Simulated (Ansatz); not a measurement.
# C3H8BF: a ladder of functionals and wavefunction methods

Aim: compute C3H8BF with functionals from several rungs and with coupled cluster, and see how far each lands from CCSD(T) at the basis-set limit for the atomisation energy.

The runs use Ansatz 0.2.0, Gaussian basis; functionals in def2-TZVPP, the program's frozen cores in correlated methods.

Plan: LDA (SPW92), PBE-D4, revPBE-D4, BLYP-D4, r2SCAN-D4, B97M-V, PBE0-D4, B3LYP-D4, r2SCANh-D4, r2SCAN0-D4, HSE06-D4, BHLYP-D4, CAM-B3LYP-D4, LC-ωPBE, ωB97X-V, ωB97M-V, B2PLYP, PBE-QIDH; CCSD(T)/def2-SVP; CCSD(T)/def2-TZVPP; MP2/def2-QZVPP; extrapolation to the limit; RPA on PBE.

### Step 1. The geometry

The geometry comes from an earlier relaxation with PBE0-D4 in a triple-zeta def2 set; it is a stationary point, not always the lowest conformer.

SMILES `CCB(C)F`, 13 atoms, charge 0, spin multiplicity 1.

Atoms are counted from 1 here; the program's logs count them from 0.

Bond lengths: C1–C2 1.522 Å, C1–H6 1.092 Å, C1–H7 1.092 Å, C1–H8 1.092 Å, C2–B3 1.565 Å, C2–H9 1.100 Å, C2–H10 1.100 Å, B3–C4 1.564 Å, B3–F5 1.338 Å, C4–H11 1.095 Å, C4–H12 1.096 Å, C4–H13 1.091 Å. Angles: C2–C1–H6 111.8°, C2–C1–H7 111.3°, C2–C1–H8 111.3°, H6–C1–H7 107.7°, H6–C1–H8 107.7°, H7–C1–H8 106.9°, C1–C2–B3 116.9°, C1–C2–H9 110.9°, C1–C2–H10 110.9°, B3–C2–H9 107.0°, B3–C2–H10 106.9°, H9–C2–H10 103.2°, C2–B3–C4 124.9°, C2–B3–F5 118.3°, C4–B3–F5 116.8°, B3–C4–H11 110.1°, B3–C4–H12 109.9°, B3–C4–H13 113.9° and more.

Geometry (Å):

| atom | x (Å) | y (Å) | z (Å) |
| --- | --- | --- | --- |
| C1 | -1.0432 | 1.6950 | -0.0807 |
| C2 | 0.0188 | 0.7062 | 0.3792 |
| B3 | 0.0398 | -0.6901 | -0.3268 |
| C4 | 1.0386 | -1.8466 | 0.0059 |
| F5 | -0.8590 | -0.9284 | -1.2889 |
| H6 | -0.9814 | 2.6399 | 0.4640 |
| H7 | -0.9422 | 1.9181 | -1.1451 |
| H8 | -2.0483 | 1.2930 | 0.0654 |
| H9 | -0.0603 | 0.5197 | 1.4599 |
| H10 | 1.0259 | 1.1345 | 0.2709 |
| H11 | 1.5861 | -2.1426 | -0.8956 |
| H12 | 0.4844 | -2.7373 | 0.3229 |
| H13 | 1.7611 | -1.5963 | 0.7838 |

### Step 2. LDA

This LDA is Slater exchange with PW92 correlation.

Input file in.yaml:

```yaml
crystal:
  periodic: [false, false, false]
  atoms:
    - {symbol: C, position_ang: [-1.043241, 1.695030, -0.080663]}
    - {symbol: C, position_ang: [0.018831, 0.706196, 0.379157]}
    - {symbol: B, position_ang: [0.039810, -0.690065, -0.326806]}
    - {symbol: C, position_ang: [1.038593, -1.846650, 0.005930]}
    - {symbol: F, position_ang: [-0.858985, -0.928393, -1.288943]}
    - {symbol: H, position_ang: [-0.981414, 2.639935, 0.463966]}
    - {symbol: H, position_ang: [-0.942171, 1.918111, -1.145118]}
    - {symbol: H, position_ang: [-2.048290, 1.292965, 0.065376]}
    - {symbol: H, position_ang: [-0.060296, 0.519742, 1.459886]}
    - {symbol: H, position_ang: [1.025890, 1.134542, 0.270857]}
    - {symbol: H, position_ang: [1.586111, -2.142618, -0.895593]}
    - {symbol: H, position_ang: [0.484436, -2.737294, 0.322890]}
    - {symbol: H, position_ang: [1.761127, -1.596301, 0.783762]}
basis:
  gaussian: {orbitals: def2-TZVPP}
hamiltonian: {xc: lda}
output: {orbitals: {seedname: orbitals}}
```

Run with:

```console
ansatz run in.yaml --threads 4 --pin off --events-out ev --progress --plain --max-ram 10444MiB
```

The runs that follow: PBE-D4 (GGA); revPBE-D4 (GGA); BLYP-D4 (GGA); r2SCAN-D4 (meta-GGA); B97M-V (meta-GGA); B3LYP-D4 (hybrid); r2SCANh-D4 (hybrid); r2SCAN0-D4 (hybrid); HSE06-D4 (hybrid); BHLYP-D4 (hybrid); CAM-B3LYP-D4 (range-separated); LC-ωPBE (range-separated); ωB97X-V (range-separated); ωB97M-V (range-separated); B2PLYP (double hybrid); PBE-QIDH (double hybrid); CCSD(T) in def2-SVP; CCSD(T) in def2-TZVPP; MP2 in def2-QZVPP; RPA on PBE orbitals.

Q: Predict the results of all the runs planned. Wanted: atomisation energy, CCSD(T)/CBS; farthest beyond LDA; mean size of error, GGA; mean size of error, meta-GGA; mean size of error, hybrid; mean size of error, range-separated; mean size of error, double hybrid; gap, smallest and largest; T1 diagnostic.

**Answer**, as computed:

| quantity | value |
| --- | --- |
| atomisation energy, CCSD(T)/CBS | 5231.3 kJ/mol |
| functionals within 26.2 kJ/mol (0.5 %) | revPBE-D4, BLYP-D4, B3LYP-D4, r2SCANh-D4, r2SCAN0-D4, LC-ωPBE, ωB97X-V, PBE-QIDH |
| farthest beyond LDA | PBE-D4 (+100.2 kJ/mol) |
| mean size of error, GGA | 42.2 kJ/mol |
| mean size of error, meta-GGA | 33.6 kJ/mol |
| mean size of error, hybrid | 37.2 kJ/mol |
| mean size of error, range-separated | 27.1 kJ/mol |
| mean size of error, double hybrid | 17.2 kJ/mol |
| gap, smallest and largest | 5.81 eV (LDA (SPW92)), 13.67 eV (LC-ωPBE) |
| T1 diagnostic | 0.0109 |
| triples share of the correlation energy | 3.4 % |

What this shows: The LDA atomisation energy is off by 692.6 kJ/mol (13 %): it overbinds. PBE-D4 misses by +100.2 kJ/mol. Double hybrids carry the basis error of their MP2 part in triple zeta, and no dispersion term here, so their miss is partly the set-up's. Taken by rung, double hybrid functionals do best (17.2 kJ/mol on average) and GGA ones worst beyond LDA (42.2 kJ/mol). The gap between the best rungs is small, so their order is not settled. Misses under about 26.2 kJ/mol are within the doubt on the reference itself, which lacks core-valence correlation, relativity and higher excitations. Hartree-Fock recovers 77 % of the binding; the rest is correlation. CCSD(T) in def2-SVP is off by -182.0 kJ/mol, which most functionals beat. Orbital gaps span 5.8 to 13.7 eV; exact exchange widens them.
